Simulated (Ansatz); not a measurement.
# CH₄BFO: taking an electron away

Aim: the vertical ionisation energy of CH₄BFO, as cation minus neutral at the neutral's geometry, on several levels, and how well −ε(HOMO) stands in for it.

Method: unrestricted cation, the program's frozen cores in correlated methods; program: Ansatz 0.2.0, Gaussian basis.

Plan: UKS PBE-D4/def2-TZVPP; UKS r2SCAN-D4/def2-TZVPP; UKS PBE0-D4/def2-TZVPP; UKS B3LYP-D4/def2-TZVPP; UKS wB97X-V/def2-TZVPP; UKS wB97M-V/def2-TZVPP; UKS B2PLYP/def2-TZVPP; UHF-CCSD(T)/def2-TZVPP; UHF-MP2/def2-QZVPP; extrapolation to the limit; then −ε(HOMO) from the neutral's earlier runs with LDA (SPW92), PBE-D4, revPBE-D4, BLYP-D4, r2SCAN-D4, B97M-V, PBE0-D4, B3LYP-D4, r2SCANh-D4, r2SCAN0-D4, HSE06-D4, BHLYP-D4, CAM-B3LYP-D4, LC-ωPBE, ωB97X-V, ωB97M-V.

## 1. The relaxed structure

An earlier PBE0-D4 in a triple-zeta def2 set relaxation fixed the geometry.

SMILES `COBF`, 8 atoms, charge 0, spin multiplicity 1.

Atoms are counted from 1 here; the program's logs count them from 0.

Bond lengths: C1–O2 1.413 Å, C1–H5 1.093 Å, C1–H6 1.091 Å, C1–H7 1.091 Å, O2–B3 1.339 Å, B3–F4 1.325 Å, B3–H8 1.199 Å. Angles: O2–C1–H5 111.6°, O2–C1–H6 108.9°, O2–C1–H7 108.9°, H5–C1–H6 109.3°, H5–C1–H7 109.3°, H6–C1–H7 108.8°, C1–O2–B3 121.8°, O2–B3–F4 117.6°, O2–B3–H8 123.0°, F4–B3–H8 119.3°.

## 2. Cation, UKS PBE-D4/def2-TZVPP

in.yaml reads:

```yaml
crystal:
  periodic: [false, false, false]
  atoms:
    - {symbol: C, position_ang: [-0.192157, 1.053847, -0.054387]}
    - {symbol: O, position_ang: [0.124302, -0.157955, -0.707953]}
    - {symbol: B, position_ang: [0.270893, -1.305769, -0.034485]}
    - {symbol: F, position_ang: [0.567646, -2.392969, -0.730622]}
    - {symbol: H, position_ang: [-0.296948, 0.914130, 1.025023]}
    - {symbol: H, position_ang: [-1.128731, 1.439983, -0.460133]}
    - {symbol: H, position_ang: [0.601063, 1.777807, -0.248424]}
    - {symbol: H, position_ang: [0.145932, -1.386077, 1.155080]}
basis:
  gaussian: {orbitals: def2-TZVPP}
total_charge: 1
magnetization: {spin_polarized: true, initial_magnetization: 1}
hamiltonian: {xc: pbe, dispersion: d4}
```

After this run come: Cation, UKS r2SCAN-D4/def2-TZVPP; Cation, UKS PBE0-D4/def2-TZVPP; Cation, UKS B3LYP-D4/def2-TZVPP; Cation, UKS wB97X-V/def2-TZVPP; Cation, UKS wB97M-V/def2-TZVPP; Cation, UKS B2PLYP (frozen core)/def2-TZVPP; Cation, UHF-CCSD(T)/def2-TZVPP; Cation, UHF-MP2/def2-QZVPP.

**Question.** What will the summary of the whole plan be? Wanted: ionisation energy, CCSD(T)/CBS; nearest functional by difference; nearest −ε(HOMO); −ε(HOMO) of PBE; T1 of the cation.

The runs gave:

| quantity | value |
| --- | --- |
| ionisation energy, CCSD(T)/CBS | 12.23 eV |
| nearest functional by difference | B2PLYP (-0.28 eV) |
| nearest −ε(HOMO) | LC-ωPBE (-0.09 eV) |
| −ε(HOMO) of PBE | 7.75 eV |
| T1 of the cation | 0.033 |

By cation minus neutral, the functionals miss by 0.83 eV at most. The PBE orbital energy is 4.5 eV too small: a semilocal HOMO is no ionisation energy. Among orbital estimates LC-ωPBE comes nearest. Hartree-Fock falls 1.34 eV short, as the neutral has more correlation energy than the cation. The cation's T1 (from the report) is 0.033, near the customary mark of 0.045 for open shells, so the coupled-cluster value is less safe.
